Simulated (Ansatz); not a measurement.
The system is CsLiCr2Te2S3.

```xyz
9
Lattice="3.6036 0.0000 0.0000 -1.8018 3.1208 0.0000 0.0000 0.0000 19.0665" Properties=species:S:1:pos:R:3 pbc="T T T"
Cs    0.0000    0.0000    7.1307
Li    1.8018    1.0403    0.3064
Cr    0.0000    0.0000   16.5187
Cr    0.0000    2.0805    3.2095
Te    0.0000    2.0805   10.2751
Te    1.8018    1.0403   14.7338
S     0.0000    0.0000    1.9124
S     0.0000    2.0805   17.7166
S     1.8018    1.0403    4.4631
```

The cell was built by a generator and needn't be a form met in nature.

```yaml
Program: Ansatz 0.2.0
Task: relaxation of cell and atoms
Functional: r2SCAN
Potentials_or_basis: Ansatz PAW
Cutoff: "500 eV (not typed: the program's choice for these potentials)"
k_mesh: 6 × 6 × 1
Occupations: fermi-dirac, width 0.05 eV
Spin: collinear spin, ferromagnetic start
Starting_moments: "[0.0, 0.0, 3.0, 3.0, 0.0, 0.0, 0.0, 0.0, 0.0] μB"
```

At the start: volume 23.82 Å³/atom.

Q: How do energy, volume and symmetry change on relaxing?

A: It ends after 6 steps and the volume is 23.29 Å³/atom (-2.2 %); space group P3m1 (No. 156, to 0.05 Å); moment 5.96 μB per cell.

The path:
```csv
step,energy change (eV),largest force (eV/Å),volume (Å³)
1,0.0000,0.2815,214.42
2,-0.0125,0.1338,210.61
3,-0.0183,0.0450,210.61
4,-0.0195,0.0198,209.62
5,-0.0195,0.0044,209.65
6,-0.0187,0.0044,209.65
```

Final structure:
```
Cs Li Cr Te S
1.0
     3.59847    0.00000    0.00000
    -1.79923    3.11637    0.00000
     0.00000    0.00000   18.69494
Cs Li Cr Te S
1 1 2 2 3
Direct
  0.00000 0.00000 0.37972
  0.66667 0.33333 0.01336
  0.00000 0.00000 0.85914
  0.33333 0.66667 0.17027
  0.33333 0.66667 0.54910
  0.66667 0.33333 0.76358
  0.00000 0.00000 0.10072
  0.33333 0.66667 0.92577
  0.66667 0.33333 0.23834
```

Caveat: the magnetic or orbital state may not be the lowest; the plane-wave basis is chosen anew once the cell has moved, so the energies of steps on either side of that aren't comparable; only a ferromagnetic start was run, and an antiferromagnetic order may lie lower in energy; the PAW data sets come from PBE, with cores solved anew for the run's functional, which leaves a small shift of forces and pressure.
